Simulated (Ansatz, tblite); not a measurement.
**The cluster H₄Au₂+: rung by rung**

Aim: run the doublet of the cluster H₄Au₂+ at one geometry on many levels, and compare frontier levels, spin and run time.

Method: as each input shows; program: Ansatz 0.2.0, Gaussian basis.

Levels to be run: GFN1-xTB, GFN2-xTB, PBE-D4/def2-TZVP, r2SCAN-D4/def2-TZVP, B97M-V/def2-TZVP, B2PLYP/def2-TZVP, BLYP-D4/def2-TZVP, ωB97X-V/def2-TZVP, B3LYP-D4/def2-TZVP, HF/def2-TZVP, revPBE-D4/def2-TZVP, PBE-D4/def2-SVP, PBE0-D4/def2-SVP, CCSD(T)/def2-TZVP, RPA/def2-TZVP.

1 further run of the same task is left out (set aside as unsound or not needed). Runs told in other sessions of the task aren't counted.

## Step 1: The relaxed structure

The geometry is that of the doublet, from an earlier relaxation (PBE0-D4/def2-TZVP). At that level it is the lowest of the isomers that a small search found.

6 atoms, charge 1, spin multiplicity 2.

Bond lengths: Au1–Au2 2.643 Å, Au1–H3 1.850 Å, Au1–H6 1.847 Å, Au2–H4 1.849 Å, Au2–H5 1.849 Å. Angles: Au2–Au1–H3 167.6°, Au2–Au1–H6 167.0°, H3–Au1–H6 25.4°, Au1–Au2–H4 167.2°, Au1–Au2–H5 167.3°, H4–Au2–H5 25.4°.

Au takes a core potential in the def2 sets. No spin-orbit coupling is included. The ion is computed in the gas phase, without counter-ions or solvent.

PBE0-D4/def2-TZVP was run before; its log isn't repeated, and its numbers join the tables.

## Step 2: GFN1-xTB

Tight binding, by tblite at 300 K electronic temperature and without a spin-polarisation term:

```python
tblite.interface.Calculator('GFN1-xTB', numbers, positions, charge=1, uhf=1).singlepoint()
```

Energy -257.3631 eV; 0.003 s.

## Step 3: GFN2-xTB

Tight binding, by tblite at 300 K electronic temperature and without a spin-polarisation term:

```python
tblite.interface.Calculator('GFN2-xTB', numbers, positions, charge=1, uhf=1).singlepoint()
```

Energy -251.3996 eV; 0.002 s.

## Step 4: PBE-D4/def2-TZVP

start.molden holds the orbitals of an earlier run on this state, given as this run's starting guess.

Contents of in.yaml:

```yaml
crystal:
  periodic: [false, false, false]
  atoms:
    - {symbol: Au, position_ang: [-1.276998, -1.974968, -1.200420]}
    - {symbol: Au, position_ang: [-0.049737, -0.019909, 0.086474]}
    - {symbol: H, position_ang: [-2.462800, -3.200618, -1.917641]}
    - {symbol: H, position_ang: [0.943309, 1.043518, 1.227831]}
    - {symbol: H, position_ang: [0.662669, 1.577971, 0.683430]}
    - {symbol: H, position_ang: [-1.753242, -3.419994, -2.248274]}
basis:
  gaussian: {orbitals: def2-TZVP, initial_orbitals: start.molden}
total_charge: 1
magnetization: {spin_polarized: true, initial_magnetization: 1}
hamiltonian: {xc: pbe, dispersion: d4}
scf: {omitted_lower_state_checks: [starts]}
output: {orbitals: {seedname: orbitals}}
```

On the command line:

```bash
> ansatz run in.yaml --threads 4 --pin off --events-out ev --progress --plain --max-ram 3916MiB
```

The runs that follow: r2SCAN-D4/def2-TZVP; B97M-V/def2-TZVP; B2PLYP/def2-TZVP; BLYP-D4/def2-TZVP; ωB97X-V/def2-TZVP; B3LYP-D4/def2-TZVP; HF/def2-TZVP; revPBE-D4/def2-TZVP; PBE-D4/def2-SVP; PBE0-D4/def2-SVP; CCSD(T)/def2-TZVP; RPA/def2-TZVP.

Before running them: what should the planned runs give, taken together? Wanted: gap in def2-TZVP, named functionals and Hartree-Fock, smallest and largest; correlation energy, CCSD(T)/def2-TZVP; ⟨S²⟩ in def2-TZVP, named functionals and Hartree-Fock, smallest and largest; PBE0 total energy, smallest basis above largest.

As calculated:

| quantity | value |
| --- | --- |
| gap in def2-TZVP, named functionals and Hartree-Fock, smallest and largest | 0.41 eV (BLYP-D4), 8.51 eV (HF) |
| correlation energy, CCSD(T)/def2-TZVP | -22.89 eV |
| ⟨S²⟩ in def2-TZVP, named functionals and Hartree-Fock, smallest and largest | 0.751, 0.766 |
| PBE0 total energy, smallest basis above largest | 0.63 eV (def2-SVP, def2-TZVP) |

What this shows: Orbital gaps of the named functionals and Hartree-Fock in def2-TZVP span 0.41 eV (BLYP-D4) to 8.51 eV (HF); exact exchange widens it. Over the named functionals and Hartree-Fock in def2-TZVP spin contamination reaches 0.02 (HF), which is small.
